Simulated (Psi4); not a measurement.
**SnO (tin(ii) oxide) at 3 levels**

Aim: a comparison of 3 runs (PWPB95-VV10/def2-SVP, r2SCAN-3c/def2-mTZVPP, MP2/def2-SVP) of SnO (tin(ii) oxide). 

Program for the calculation: Psi4 1.11.

5 further runs of the same task are left out: 3 that didn't finish, 2 set aside as unsound or not needed.

### Step 1. The system as given

SnO has 2 atoms, charge 0, and is taken as a singlet. SMILES: `[O]=[Sn]`. The shape comes from GFN2-xTB, which is rough for such elements, and wasn't checked as a minimum.

Bond lengths: O1–Sn2 1.804 Å.

### Step 2. The energy at PWPB95-VV10/def2-SVP (Cholesky decomposition, core potential, density fitting for correlation) (run 1)

The input, calc.py:

```python
import psi4

psi4.set_memory(1600000000)
psi4.set_num_threads(1)
psi4.core.set_output_file('run.log', False)

molecule = psi4.geometry("""
O      0.000000     0.000000     0.000000
Sn     0.000000     0.000000     1.803580
symmetry c1
""")

psi4.set_options({
    'basis': 'def2-SVP',
    'reference': 'rks',
    'scf_type': 'cd',
    'num_frozen_docc': 5,
})

e_tot = psi4.energy('pwpb95-nl')
print(f'total energy {e_tot:.8f} hartree = {e_tot * 27.211386:.5f} eV')
```

Run with:

```console
$ python calc.py
```

run.log:

```text
[...]
    !!!  WARNING: ECP capability is in beta. Please check occupations closely.  !!!
[...]
  Running in c1 symmetry.
[...]
  Nuclear repulsion =   51.639067342685109
[...]
  Multiplicity = 1
[...]
  Nalpha       = 15
  Nbeta        = 15
[...]
    Number of basis functions: 40
[...]
   @RKS iter   1:  -288.64196333534767   -1.45788e+00   2.25983e-02 ADIIS/DIIS
[...]
   @RKS iter  10:  -289.05205563241265   -2.49997e-09   1.14469e-07 DIIS
[...]
    Orbital Energies [Eh]
    ---------------------
    Doubly Occupied:
       1A    -19.624092     2A     -5.379626     3A     -3.672443
       4A     -3.672443     5A     -3.661925     6A     -1.164307
       7A     -1.148112     8A     -1.148101     9A     -1.139313
      10A     -1.139308    11A     -0.943427    12A     -0.472404
      13A     -0.323082    14A     -0.323078    15A     -0.311707
[...]
  @RKS Final Energy:  -289.05205563241265
   => Energetics <=
    Nuclear Repulsion Energy =             51.6390673426851095
    One-Electron Energy =                -583.3783135179830879
    Two-Electron Energy =                 256.2934723119880687
    DFT Exchange-Correlation Energy =     -13.6574061582252320
    Empirical Dispersion Energy =           0.0000000000000000
    VV10 Nonlocal Energy =                  0.0511243891224346
    Total Energy =                       -289.0520556324126460
[...]
 Multipole Moments:
 ------------------------------------------------------------------------------------
     Multipole            Electronic (a.u.)      Nuclear  (a.u.)        Total (a.u.)
 ------------------------------------------------------------------------------------
 L = 1.  Multiply by 2.5417464519 to convert [e a0] to [Debye]
 Dipole X            :          0.0000000            0.0000000            0.0000000
 Dipole Y            :         -0.0000000            0.0000000           -0.0000000
 Dipole Z            :         16.8697124          -15.2317011            1.6380114
 Magnitude           :                                                    1.6380114
[...]
```

Standard output:

```text
total energy -289.13365818 hartree = -7867.72758 eV
```

Run time: 8.7 s. Hardware: 1 thread of AMD EPYC 7B13 (Zen 3), shared host; peak memory 0.32 GiB.

### Step 3. Energy and one-electron properties at r2SCAN-3c/def2-mTZVPP (density fitting, core potential, C-PCM carbon tetrachloride) (run 2)

The input, calc.py:

```python
import psi4

psi4.set_memory('1600 MB')
psi4.set_num_threads(1)
psi4.core.set_output_file('osn.out', False)

geom = psi4.geometry("""
0 1
O      0.000000     0.000000     0.000000
Sn     0.000000     0.000000     1.803580
symmetry c1
no_reorient
no_com
""")

psi4.set_options({
    'reference': 'rks',
    's_orthogonalization': 'partialcholesky',
    'pcm': True,
})
psi4.pcm_helper("""
  Units = Angstrom
  Medium {
    SolverType = CPCM
    Solvent = CCl4
  }
  Cavity {
    Type = GePol
    RadiiSet = UFF
    Scaling = False
    Area = 0.5
    Mode = Implicit
  }
""")

energy_value, wavefunction = psi4.energy('r2scan-3c', molecule=geom, return_wfn=True)
psi4.oeprop(wavefunction, 'DIPOLE', 'MAYER_INDICES')
print(f'r2scan-3c energy: {energy_value:.10f} Eh')
```

Run with:

```console
$ python calc.py
```

osn.out:

```text
[...]
    !!!  WARNING: ECP capability is in beta. Please check occupations closely.  !!!
[...]
  Running in c1 symmetry.
[...]
  Nuclear repulsion =   51.639067342685109
[...]
  Multiplicity = 1
[...]
  Nalpha       = 15
  Nbeta        = 15
[...]
    Number of basis functions: 60
[...]
   @DF-RKS iter   1:  -289.08860440210634   -9.06467e-01   1.86311e-02 DIIS/ADIIS
[...]
   @DF-RKS iter  10:  -289.59997712351765   -1.71140e-08   5.79212e-07 DIIS
[...]
    Orbital Energies [Eh]
    ---------------------
    Doubly Occupied:
       1A    -18.909501     2A     -5.041163     3A     -3.384270
       4A     -3.384270     5A     -3.371737     6A     -0.992550
       7A     -0.972624     8A     -0.972622     9A     -0.963285
      10A     -0.963285    11A     -0.812330    12A     -0.393208
      13A     -0.252331    14A     -0.252331    15A     -0.240947
[...]
  @DF-RKS Final Energy:  -289.59997712351765
   => Energetics <=
    Nuclear Repulsion Energy =             51.6390673426851095
    One-Electron Energy =                -583.5804628348367942
    Two-Electron Energy =                 269.0393525999438111
    DFT Exchange-Correlation Energy =     -26.6858480287203790
    Empirical Dispersion Energy =           0.0013604346979137
    VV10 Nonlocal Energy =                  0.0000000000000000
    PCM Polarization Energy =              -0.0134466372872302
    Total Energy =                       -289.5999771235176468
[...]
 Multipole Moments:
 ------------------------------------------------------------------------------------
     Multipole            Electronic (a.u.)      Nuclear  (a.u.)        Total (a.u.)
 ------------------------------------------------------------------------------------
 L = 1.  Multiply by 2.5417464519 to convert [e a0] to [Debye]
 Dipole X            :         -0.0000026            0.0000000           -0.0000026
 Dipole Y            :         -0.0000080            0.0000000           -0.0000080
 Dipole Z            :        -73.0789243           74.9819894            1.9030651
 Magnitude           :                                                    1.9030651
[...]
```

On the terminal:

```text
r2scan-3c energy: -289.5999771235 Eh
```

Run time: 6.6 s. Hardware: 1 thread of AMD EPYC 7B13 (Zen 3), shared host; peak memory 0.38 GiB.

### Step 4. The energy at MP2/def2-SVP (core potential) (run 3)

The input, osn.xyz:

```xyz
2
OSn
O      0.000000     0.000000     0.000000
Sn     0.000000     0.000000     1.803580
```

The input, job.py:

```python
import psi4

psi4.set_memory('1600 MB')
psi4.set_num_threads(1)
psi4.set_output_file('output.dat', False)

with open('osn.xyz') as f:
    atoms = ''.join(f.readlines()[2:])
m = psi4.geometry('0 1\n' + atoms + 'symmetry c1\nno_reorient\nno_com')

psi4.set_options(dict(puream=True, e_convergence=1e-09, d_convergence=1e-08, scf_type='pk', num_frozen_docc=5, mp2_type='conv'))

energy_value, wavefunction = psi4.energy('mp2/def2-SVP', return_wfn=True)
print('E =', round(energy_value, 9))
```

Run with:

```console
$ python job.py
```

output.dat:

```text
[...]
    !!!  WARNING: ECP capability is in beta. Please check occupations closely.  !!!
[...]
  Running in c1 symmetry.
[...]
  Nuclear repulsion =   51.639067342685109
[...]
  Multiplicity = 1
[...]
  Nalpha       = 15
  Nbeta        = 15
[...]
    Number of basis functions: 40
[...]
   @RHF iter   1:  -287.83905694228497   -1.78960e+00   1.74697e-02 ADIIS/DIIS
[...]
   @RHF iter  13:  -288.10377822719335   -3.97904e-12   6.04474e-09 DIIS
[...]
    Orbital Energies [Eh]
    ---------------------
    Doubly Occupied:
       1A    -20.491442     2A     -5.881268     3A     -4.071945
       4A     -4.071945     5A     -4.061672     6A     -1.358441
       7A     -1.340878     8A     -1.340878     9A     -1.330480
      10A     -1.330480    11A     -1.127337    12A     -0.552248
      13A     -0.401438    14A     -0.401438    15A     -0.380324
[...]
  @RHF Final Energy:  -288.10377822719335
   => Energetics <=
    Nuclear Repulsion Energy =             51.6390673426851095
    One-Electron Energy =                -583.2012598223060422
    Two-Electron Energy =                 243.4584142524276444
    Total Energy =                       -288.1037782271933452
[...]
 Multipole Moments:
 ------------------------------------------------------------------------------------
     Multipole            Electronic (a.u.)      Nuclear  (a.u.)        Total (a.u.)
 ------------------------------------------------------------------------------------
 L = 1.  Multiply by 2.5417464519 to convert [e a0] to [Debye]
 Dipole X            :          0.0000000            0.0000000            0.0000000
 Dipole Y            :         -0.0000000            0.0000000           -0.0000000
 Dipole Z            :        -73.0691992           74.9819894            1.9127902
 Magnitude           :                                                    1.9127902
[...]
	SCS-MP2 Total Energy (a.u.)        :  -288.39688041930805
	SOS-MP2 Total Energy (a.u.)        :  -288.39015663144534
	SCSN-MP2 Total Energy (a.u.)       :  -288.25559351745102
[...]
	SOS-PI-MP2 Total Energy (a.u.)     :  -288.41218573946469
[...]
	MP2 Total Energy (a.u.)            :  -288.41032799503358
[...]
```

On the terminal:

```text
E = -288.410327995
```

Run time: 2 s. Hardware: 1 thread of AMD EPYC 7B13 (Zen 3), shared host; peak memory 0.2 GiB.

### Step 5. Overview of the runs

```
run                                                                                           level        task  integrals  energy (Eh)  HOMO energy (eV)  LUMO energy (eV)  HOMO–LUMO gap (eV)  wall time
  1  PWPB95-VV10/def2-SVP (Cholesky decomposition, core potential, density fitting for correlation)      energy         cd  -289.133658             -8.48             -1.12                7.36      8.7 s
  2             r2SCAN-3c/def2-mTZVPP (density fitting, core potential, C-PCM carbon tetrachloride)  properties         df  -289.599977             -6.56             -2.42                4.14      6.6 s
  3                                                                   MP2/def2-SVP (core potential)      energy         pk  -288.410328            -10.35              0.65               11.00        2 s
```

### Step 6. Summary of results

| quantity | value |
| --- | --- |
| run 3: total energy | -288.41033 Eh |
| run 3: HOMO energy (Hartree–Fock orbitals) | -10.35 eV |
| run 3: LUMO energy (Hartree–Fock orbitals) | 0.65 eV |
| run 3: HOMO–LUMO gap (Hartree–Fock orbitals) | 11.00 eV |
| run 3: correlation energy (5 core orbitals frozen) | -306.5 mEh |

Totals of different functionals can't be ranked against each other. All runs together took 17 s, the longest 8.7 s.
